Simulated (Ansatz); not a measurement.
A nudged elastic band was laid between two geometries of a periodic cell of 23 atoms, Si$_{8}$O$_{15}$ (host SiO2, host structure Pbcn, one O atom removed), cell charge +2.

Level of theory: Ansatz, DFT LDA, scalar-relativistic, plane waves, PAW. Settings: PAW set soft_1, cutoff 420 eV, k mesh 2x2x2, fermi-dirac smearing 0.05 eV, no spin polarisation.

| Quantity | Value |
| --- | --- |
| movable images | 5 |
| climbing image | yes |
| spring | 5.0 eV/Å² |
| optimiser | quadratic models (default) |
| start path | IDPP |
| force threshold | 0.05 eV/Å |
| iteration limit | 32 |
| end points | relaxed |

Image 0:

```xyz
23
Lattice="0.0000 5.0462 4.4946 4.0970 0.0000 4.4946 4.0970 5.0462 0.0000" Properties=species:S:1:pos:R:3
Si 4.122 5.871 1.114
Si 1.871 1.741 3.526
Si 4.085 4.322 7.885
Si 1.984 3.406 1.030
O 2.956 3.079 4.125
O 3.125 4.421 1.843
O 5.040 4.430 4.755
O 1.181 3.069 2.551
O 5.342 1.923 4.919
O 5.055 5.656 2.596
O 7.230 5.700 4.109
Si 4.212 5.640 5.532
Si 6.186 6.806 7.852
Si 4.026 4.222 3.302
Si 6.122 8.381 5.640
O 3.011 8.174 4.135
O 3.158 4.504 6.365
O 0.937 4.485 4.844
O 5.165 8.147 7.099
O 5.096 6.985 4.929
O 5.005 5.656 7.069
O 3.166 5.618 4.119
O 7.088 7.000 6.368
```

Image 6:

```xyz
23
Lattice="0.0000 5.0462 4.4946 4.0970 0.0000 4.4946 4.0970 5.0462 0.0000" Properties=species:S:1:pos:R:3
Si 4.161 5.871 1.180
Si 2.107 1.641 3.451
Si 3.975 4.454 7.939
Si 2.219 3.306 0.957
O 2.844 3.124 4.058
O 3.132 4.438 1.887
O 5.054 4.393 4.867
O 2.908 1.979 1.931
O 5.231 1.969 4.852
O 5.062 5.673 2.640
O 7.244 5.664 4.222
Si 4.103 5.771 5.587
Si 6.162 6.759 7.832
Si 4.065 4.222 3.368
Si 6.098 8.333 5.619
O 3.091 8.155 4.048
O 3.183 4.437 6.402
O 0.924 4.475 4.857
O 5.196 8.140 7.104
O 5.176 6.965 4.842
O 5.029 5.589 7.106
O 3.153 5.609 4.134
O 7.119 6.992 6.373
```

**Question.** Which bonds break or form, and what moves?

**Answer.** The atom that moves furthest is O8, by 2.13 Å; four of its nearest neighbours are Si4 1.75, Si2 1.79, Si3 1.92, O5 2.37 Å at the first end and Si2 1.75, Si4 1.79, Si12 1.92, O9 2.37 Å at the last.

**Question.** What energy profile does the band end with?

**Answer.** The forces met the threshold. The highest image is number 3 of 0 to 6, 0.99 eV above the ends, which have the same energy within 2 meV. By the program's own check the climbing image is of a kind that is not told: the force calls were inconclusive, a negative curvature could not be distinguished from the path's own, the only one lies far off the path, or fixed occupations may fill a level only in part (lowest curvatures found: -3.67 and 6.49 eV/Å²). Limits of this set-up: coarse k mesh, PAW files made for another functional, no spin, though dangling bonds at a vacancy may carry it, a small cell, in which the defect meets its images, a typed lattice constant that wasn't relaxed here, charged cell in a uniform background, uncorrected.

| image | path coordinate (Å) | energy (eV) | Si3–O8 (Å) | O8–Si12 (Å) |
| --- | --- | --- | --- | --- |
| 0 | 0.00 | 0.00 | 1.92 | 3.17 |
| 1 | 0.38 | 0.27 | 2.36 | 3.34 |
| 2 | 0.77 | 0.74 | 2.77 | 3.54 |
| 3 | 1.15 | 0.99 | 3.16 | 3.16 |
| 4 | 1.54 | 0.74 | 3.55 | 2.77 |
| 5 | 1.92 | 0.28 | 3.34 | 2.36 |
| 6 | 2.31 | 0.00 | 3.17 | 1.92 |

**Question.** What is the geometry of the highest image?

**Answer.** 
```xyz
23
Lattice="0.0000 5.0462 4.4946 4.0970 0.0000 4.4946 4.0970 5.0462 0.0000" Properties=species:S:1:pos:R:3
Si 4.182 5.898 1.179
Si 1.957 1.652 3.550
Si 3.971 4.472 7.953
Si 2.132 3.393 0.932
O 2.950 3.125 4.213
O 3.150 4.514 1.817
O 5.057 4.385 4.794
O 2.046 2.523 2.241
O 5.238 1.923 4.764
O 5.036 5.580 2.666
O 7.228 5.709 4.183
Si 4.216 5.621 5.518
Si 6.161 6.763 7.831
Si 4.005 4.194 3.303
Si 6.123 8.376 5.640
O 3.068 8.176 4.068
O 3.164 4.508 6.409
O 0.936 4.473 4.822
O 5.152 8.117 7.072
O 5.119 6.964 4.909
O 5.024 5.585 7.062
O 3.154 5.621 4.155
O 7.132 7.023 6.399
```

Time of the run: 14 min on 1 thread of Intel(R) Xeon(R) Processor @ 2.50GHz (Skylake/Cascade Lake), with other jobs on the host, peak memory 0.76 GiB.
